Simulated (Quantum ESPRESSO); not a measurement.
# Zn in Quantum ESPRESSO: notebook

One slab, Zn, is run at these levels: AM05, PW91, WC; tasks: work function.

Program: Quantum ESPRESSO 7.5. These are calculated values, not measurements. Logs are shortened: lines on timing, memory, paths and dates and some standing lists are left out, and cuts for length are marked.

## (1) Starting point

The cell holds a slab with vacuum, 5 atoms: a = 2.779 Å, b = 2.779 Å, c = 24.075 Å, α = 90.00°, β = 90.00°, γ = 120.00°.

The slab is cut from a database's or a generator's crystal, which needn't be the stable form of the element.

## (2) Work function, AM05

Input file pw.in:

```
&CONTROL
  calculation = 'scf'
  prefix = 'pwscf'
  outdir = './tmp'
  pseudo_dir = './pseudo'
  tprnfor = .true.
  disk_io = 'low'
/
&SYSTEM
  ibrav = 0
  celldm(1) = 8
  nat = 5
  ntyp = 1
  ecutwfc = 70
  nbnd = 64
  input_dft = 'XC-000I-000I-120L-135L-000I-000I'
  occupations = 'smearing'
  smearing = 'fd'
  degauss = 0.00367493
/
&ELECTRONS
  conv_thr = 5d-09
  electron_maxstep = 150
  mixing_beta = 0.3
  mixing_mode = 'local-TF'
/
ATOMIC_SPECIES
Zn    65.3800 Zn_ONCV_PBE-1.2.upf
CELL_PARAMETERS alat
  0.6563521654409  -0.0000000000000   0.0000000000000
 -0.3281760827204   0.5684176491007  -0.0000000000000
  0.0000000000000   0.0000000000000   5.6868736795412
ATOMIC_POSITIONS crystal
Zn     0.6666666667    0.3333333333    0.3115276234
Zn     0.3333333333    0.6666666667    0.4057638117
Zn     0.0000000000    0.0000000000    0.5000000000
Zn     0.6666666667    0.3333333333    0.5942361883
Zn     0.3333333333    0.6666666667    0.6884723766
K_POINTS automatic
7 7 1 0 0 0
```

Input file pp_density.in:

```
&INPUTPP
  prefix = 'pwscf'
  outdir = './tmp'
  filplot = 'density.dat'
  plot_num = 0
/
&PLOT
  nfile = 1
  filepp(1) = 'density.dat'
  iflag = 3
  output_format = 6
  fileout = 'density.cube'
/
```

Input file pp_potential.in:

```
&INPUTPP
  prefix = 'pwscf'
  outdir = './tmp'
  filplot = 'potential.dat'
  plot_num = 11
/
&PLOT
  nfile = 1
  filepp(1) = 'potential.dat'
  iflag = 3
  output_format = 6
  fileout = 'potential.cube'
/
```

Input file pp_elf.in:

```
&INPUTPP
  prefix = 'pwscf'
  outdir = './tmp'
  filplot = 'elf.dat'
  plot_num = 8
/
&PLOT
  nfile = 1
  filepp(1) = 'elf.dat'
  iflag = 3
  output_format = 6
  fileout = 'elf.cube'
/
```

Potentials or basis: SG15 PBE 1.2.

The run is started by

```bash
> OMP_NUM_THREADS=1 mpirun -n 2 pw.x -nk 2 -in pw.in > pw.out
> OMP_NUM_THREADS=1 mpirun -n 1 pp.x -in pp_density.in > pp_density.out
> OMP_NUM_THREADS=1 mpirun -n 1 pp.x -in pp_potential.in > pp_potential.out
> OMP_NUM_THREADS=1 mpirun -n 1 pp.x -in pp_elf.in > pp_elf.out
```

pw.out:

```text
This program is part of the open-source Quantum ESPRESSO suite
     for quantum simulation of materials; please cite
         "P. Giannozzi et al., J. Phys.:Condens. Matter 21 395502 (2009);
         "P. Giannozzi et al., J. Phys.:Condens. Matter 29 465901 (2017);
         "P. Giannozzi et al., J. Chem. Phys. 152 154105 (2020);
     in publications or presentations arising from this work. More details at

     IMPORTANT: XC functional enforced from input :
     Exchange-correlation= XC-000I-000I-120L-135L-000I-000I
                           (   0   0 120 135   0   0   0)
     Any further DFT definition will be discarded
     Please, verify this is what you really want

     Message from routine setup:
     using ibrav=0 with symmetry is DISCOURAGED, use correct ibrav instead

     K-points division:     npool     =       2
     Subspace diagonalization in iterative solution of the eigenvalue problem:
     a serial algorithm will be used

     G-vector sticks info
     --------------------
     sticks:   dense  smooth     PW     G-vecs:    dense   smooth      PW
     Sum         517     517    163                85515    85515   13757

     Using Slab Decomposition

     bravais-lattice index     =            0
     lattice parameter (alat)  =       8.0000  a.u.
     unit-cell volume          =    1086.2956 (a.u.)^3
     number of atoms/cell      =            5
     number of atomic types    =            1
     number of electrons       =       100.00
     number of Kohn-Sham states=           64
     kinetic-energy cutoff     =      70.0000  Ry
     charge density cutoff     =     280.0000  Ry
     scf convergence threshold =      5.0E-09
     mixing beta               =       0.3000
     number of iterations used =            8  local-TF  mixing
     Exchange-correlation= XC-000I-000I-120L-135L-000I-000I
                           (   0   0 120 135   0   0   0)

     celldm(1)=   8.000000  celldm(2)=   0.000000  celldm(3)=   0.000000
     celldm(4)=   0.000000  celldm(5)=   0.000000  celldm(6)=   0.000000

     crystal axes: (cart. coord. in units of alat)
               a(1) = (   0.656352  -0.000000   0.000000 )
               a(2) = (  -0.328176   0.568418  -0.000000 )
               a(3) = (   0.000000   0.000000   5.686874 )

     reciprocal axes: (cart. coord. in units 2 pi/alat)
               b(1) = (  1.523572  0.879635 -0.000000 )
               b(2) = (  0.000000  1.759270 -0.000000 )
               b(3) = (  0.000000  0.000000  0.175844 )

     PseudoPot. # 1 for Zn read from file:
     Zn_ONCV_PBE-1.2.upf
     Pseudo is Norm-conserving, Zval = 20.0
     Generated using ONCVPSP code by D. R. Hamann
     Using radial grid of  602 points,  6 beta functions with:
                l(1) =   0
                l(2) =   0
                l(3) =   1
                l(4) =   1
                l(5) =   2
                l(6) =   2

     atomic species   valence    mass     pseudopotential
     Zn               20.00    65.38000     Zn( 1.00)

     12 Sym. Ops., with inversion, found

   Cartesian axes

     site n.     atom                  positions (alat units)
         1        Zn     tau(   1) = (   0.3281761   0.1894725   1.7716182  )
         2        Zn     tau(   2) = (  -0.0000000   0.3789451   2.3075275  )
         3        Zn     tau(   3) = (   0.0000000   0.0000000   2.8434368  )
         4        Zn     tau(   4) = (   0.3281761   0.1894725   3.3793461  )
         5        Zn     tau(   5) = (  -0.0000000   0.3789451   3.9152554  )

     number of k points=     8  Fermi-Dirac smearing, width (Ry)=  0.0037
                       cart. coord. in units 2pi/alat
        k(    1) = (   0.0000000   0.0000000   0.0000000), wk =   0.0408163
        k(    2) = (   0.0000000   0.2513243   0.0000000), wk =   0.2448980
        k(    3) = (   0.0000000   0.5026485   0.0000000), wk =   0.2448980
        k(    4) = (   0.0000000   0.7539728   0.0000000), wk =   0.2448980
        k(    5) = (   0.2176532   0.3769864   0.0000000), wk =   0.2448980
        k(    6) = (   0.2176532   0.6283106   0.0000000), wk =   0.4897959
        k(    7) = (   0.2176532   0.8796349   0.0000000), wk =   0.2448980
        k(    8) = (   0.4353064   0.7539728   0.0000000), wk =   0.2448980

     Dense  grid:    85515 G-vectors     FFT dimensions: (  27,  27, 243)

     WARNING: libxc functional with ID  120 depends
      on external parameters: check the user_guide of
      QE if you need to modify them or to check their
      default values.

     WARNING: libxc functional with ID  135 depends
      on external parameters: check the user_guide of
      QE if you need to modify them or to check their
      default values.

     Initial potential from superposition of free atoms

     starting charge      99.8865, renormalised to     100.0000

     negative rho (up, down):  1.195E-04 0.000E+00
     Starting wfcs are random

     Self-consistent Calculation

     iteration #  1     ecut=    70.00 Ry     beta= 0.30
     Davidson diagonalization with overlap
     ethr =  1.00E-02,  avg # of iterations = 12.6

     Threshold (ethr) on eigenvalues was too large:
     Diagonalizing with lowered threshold

     Davidson diagonalization with overlap
     ethr =  3.35E-04,  avg # of iterations =  1.9

     negative rho (up, down):  8.488E-04 0.000E+00

     total energy              =   -1998.72696590 Ry
     estimated scf accuracy    <       0.29953366 Ry

     iteration #  2     ecut=    70.00 Ry     beta= 0.30
     Davidson diagonalization with overlap
     ethr =  3.00E-04,  avg # of iterations =  5.6
[... 118 lines left out ...]
     total energy              =   -1998.69073730 Ry
     estimated scf accuracy    <       0.00000001 Ry

     iteration # 16     ecut=    70.00 Ry     beta= 0.30
     Davidson diagonalization with overlap
     ethr =  1.46E-11,  avg # of iterations =  2.2

     End of self-consistent calculation

          k = 0.0000 0.0000 0.0000 ( 10603 PWs)   bands (ev):

  -121.5426-121.5426-121.4352-121.2569-121.2569 -75.4472 -75.4465 -75.4417
   -75.4417 -75.4417 -75.4417 -75.3590 -75.3250 -75.3250 -75.1727 -75.1727
   -75.1503 -75.1503 -75.1503 -75.1503  -5.0935  -4.3469  -3.3531  -3.0416
    -3.0091  -2.3531  -2.3531  -2.3277  -2.3176  -2.3176  -2.2703  -2.2521
    -2.2521  -2.0729  -2.0729  -2.0506  -2.0506  -1.9541  -1.9099  -1.9099
    -1.8909  -1.8909  -1.7507  -1.7507  -1.6062  -1.6062  -1.5878  -1.5878
    -0.7008   1.5514   3.1414   6.3366   8.4670   8.9938  10.2094  10.2337
    12.4344  12.7854  15.5752  15.8048  19.3190  19.3568  20.3802  20.3803
[... 69 lines left out ...]
  -121.5412-121.5412-121.4338-121.2555-121.2555 -75.4552 -75.4550 -75.4510
   -75.4510 -75.4447 -75.4447 -75.3576 -75.3382 -75.3342 -75.1709 -75.1709
   -75.1635 -75.1635 -75.1594 -75.1594  -2.7602  -2.7257  -2.6292  -2.5954
    -2.5361  -2.5282  -2.4852  -2.4769  -2.3568  -2.2747  -2.2208  -2.1143
    -2.0195  -2.0071  -2.0048  -1.9335  -1.8872  -1.8830  -1.8405  -1.7974
    -1.7433  -1.6629  -1.6197  -1.5889  -1.5629   2.2358   2.9561   4.1563
     5.6437   5.9924   6.0026   6.6177   6.9048   7.6275   7.9130   8.3322
     9.5178   9.7442  10.4899  11.5059  11.5635  12.6334  13.9464  14.0383

     the Fermi energy is     5.0359 ev

!    total energy              =   -1998.69073735 Ry
     estimated scf accuracy    <          9.1E-10 Ry
     smearing contrib. (-TS)   =      -0.00199240 Ry
     internal energy E=F+TS    =   -1998.68874495 Ry

     The total energy is F=E-TS. E is the sum of the following terms:
     one-electron contribution =  -12702.43371255 Ry
     hartree contribution      =    6337.35224465 Ry
     xc contribution           =    -178.67847568 Ry
     ewald contribution        =    4545.07119863 Ry

     convergence has been achieved in  16 iterations

     Forces acting on atoms (cartesian axes, Ry/au):

     atom    1 type  1   force =     0.00000000    0.00000000    0.00392336
     atom    2 type  1   force =     0.00000000    0.00000000   -0.00014431
     atom    3 type  1   force =     0.00000000   -0.00000000    0.00000000
     atom    4 type  1   force =     0.00000000    0.00000000    0.00014431
     atom    5 type  1   force =    -0.00000000   -0.00000000   -0.00392336

     Total force =     0.005552     Total SCF correction =     0.000127

=------------------------------------------------------------------------------=
   JOB DONE.
=------------------------------------------------------------------------------=
```

pp_potential.out:

```text
This program is part of the open-source Quantum ESPRESSO suite
     for quantum simulation of materials; please cite
         "P. Giannozzi et al., J. Phys.:Condens. Matter 21 395502 (2009);
         "P. Giannozzi et al., J. Phys.:Condens. Matter 29 465901 (2017);
         "P. Giannozzi et al., J. Chem. Phys. 152 154105 (2020);
     in publications or presentations arising from this work. More details at

     WARNING: libxc functional with ID  120 depends
      on external parameters: check the user_guide of
      QE if you need to modify them or to check their
      default values.

     WARNING: libxc functional with ID  135 depends
      on external parameters: check the user_guide of
      QE if you need to modify them or to check their
      default values.

     IMPORTANT: XC functional enforced from input :
     Exchange-correlation= XC-000I-000I-120L-135L-000I-000I
                           (   0   0 120 135   0   0   0)
     Any further DFT definition will be discarded
     Please, verify this is what you really want

     G-vector sticks info
     --------------------
     sticks:   dense  smooth     PW     G-vecs:    dense   smooth      PW
     Sum         517     517    163                85515    85515   13757

     Using Slab Decomposition

     Calling punch_plot, plot_num =  11
     Writing data to file  potential.dat
     Reading data from file  potential.dat

     Writing data to be plotted to file potential.cube
     Plot Type: 3D                     Output format: Gaussian cube

=------------------------------------------------------------------------------=
   JOB DONE.
=------------------------------------------------------------------------------=
```

Wall time 5.8 min (2 MPI ranks of Intel Xeon at 2.50GHz (Skylake/Cascade Lake), shared host); peak memory 0.42 GiB.

What came out:

| Property | Result |
| --- | --- |
| Free energy | -27193.5728 eV |
| Largest force | 0.101 eV/Å |
| Band gap on the k mesh | none (metal or under the smearing width) |
| Work function of the upper face | 4.19 eV |
| Work function of the lower face | 4.19 eV |

Forces in eV/Å, atoms in the order of the input:
```
Zn   0.000  0.000  0.101
Zn   0.000  0.000 -0.004
Zn   0.000  0.000  0.000
Zn   0.000  0.000  0.004
Zn   0.000  0.000 -0.101
```

Levels at points of the mesh, in eV from the Fermi level:
```
           k point  band 46  band 47  band 48  band 49  band 50  band 51  band 52  band 53  band 54  band 55
(0.00, 0.00, 0.00)    -6.64    -6.62    -6.62    -5.74    -3.48    -1.89     1.30     3.43     3.96     5.17
```

Caveat: the k mesh is coarse (spacing up to 0.37 Å⁻¹), so the values aren't converged; the potentials were made for another functional, which shifts forces and pressure.

(Part 1 of 2 ends here.)
